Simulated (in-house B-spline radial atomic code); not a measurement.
# Ru³⁴⁺: excited configurations in jj coupling

Aim: the energies of several excited configurations of Ru³⁴⁺ above a reference configuration, each from its own self-consistent run.

Method: Dirac-Hartree-Fock, average of configuration, Fermi nucleus, basis-set limit. Code: in-house B-spline radial atomic code version 1.

### 1 The system

| Item | Value |
| --- | --- |
| element | ruthenium (Z = 44) |
| charge | +34 |
| electrons | 10 |
| configuration | 1s2 2s2 2p6 |
| Hamiltonian | Dirac-Coulomb |
| nucleus | Fermi, rms radius 4.481 fm |

The run's settings:

```ini
Z = 44
electrons = 10.0
configuration = 1s2 2s2 2p6
hamiltonian = dirac
method = hf
spin_polarised = False
nucleus = fermi
rms_radius = 4.4809
mass_number = 102
atomic_mass = 101.904340312
speed_of_light = 137.035999084
```

The reference is known from an earlier run: -3582.406351 hartree in all. Up to eight levels, counted from the top:

```
orbital  occupation  energy (eV)  <r> (bohr)
  1s1/2           2     -24235.3     0.03340
  2s1/2           2     -5130.44      0.1421
  2p1/2           2     -4896.35      0.1209
  2p3/2           4     -4759.04      0.1253
```

### 2 Run with 1s2 2s1 2p6 5g+1

In configurations, a minus sign after the shell means j = l − 1/2 and a plus sign j = l + 1/2; the count of electrons follows.

The run's settings:

```ini
Z = 44
electrons = 10.0
configuration = 1s2 2s1 2p6 5g+1
hamiltonian = dirac
method = hf
spin_polarised = False
nucleus = fermi
rms_radius = 4.4809
mass_number = 102
atomic_mass = 101.904340312
speed_of_light = 137.035999084
```

### 3 Run with 1s2 2s2 2p-2 2p+3 4d+1

The settings differ from step 2 so:

```diff
@@ -2,3 +2,3 @@
 electrons = 10.0
-configuration = 1s2 2s1 2p6 5g+1
+configuration = 1s2 2s2 2p-2 2p+3 4d+1
 hamiltonian = dirac
```

### 4 Run with 1s2 2s1 2p6 5s1

The settings differ from step 3 so:

```diff
@@ -2,3 +2,3 @@
 electrons = 10.0
-configuration = 1s2 2s2 2p-2 2p+3 4d+1
+configuration = 1s2 2s1 2p6 5s1
 hamiltonian = dirac
```

### 5 Run with 1s2 2s1 2p6 5f+1

The settings differ from step 4 so:

```diff
@@ -2,3 +2,3 @@
 electrons = 10.0
-configuration = 1s2 2s1 2p6 5s1
+configuration = 1s2 2s1 2p6 5f+1
 hamiltonian = dirac
```

### 6 1s2 2s1 2p6 4s1

The settings differ from step 5 so:

```diff
@@ -2,3 +2,3 @@
 electrons = 10.0
-configuration = 1s2 2s1 2p6 5f+1
+configuration = 1s2 2s1 2p6 4s1
 hamiltonian = dirac
```

How far above the reference does each configuration lie (order and size, in eV)?

The runs gave:

| net move | configuration | energy above the reference (eV) | with Breit, QED, recoil (eV) | largest <r> (bohr) |
| --- | --- | --- | --- | --- |
| 2p3/2 → 4d5/2 | 1s2 2s2 2p-2 2p+3 4d+1 | 3692.64 | 3688.24 | 0.585 |
| 2s → 4s | 1s2 2s1 2p6 4s1 | 3984.68 | 3978.65 | 0.623 |
| 2s → 5s | 1s2 2s1 2p6 5s1 | 4410.28 | 4403.92 | 0.994 |
| 2s → 5f7/2 | 1s2 2s1 2p6 5f+1 | 4459.52 | 4452.86 | 0.896 |
| 2s → 5g9/2 | 1s2 2s1 2p6 5g+1 | 4461.07 | 4454.40 | 0.785 |

The lowest of them is 2p3/2 → 4d5/2 at 3692.64 eV and the highest 2s → 5g9/2 at 4461.07 eV. Two partly filled shells share a symmetry and can mix in the average, which may lower the energy, for: 2s → 4s; 2s → 5s. These are averages over configurations, without correlation, not spectroscopic levels.
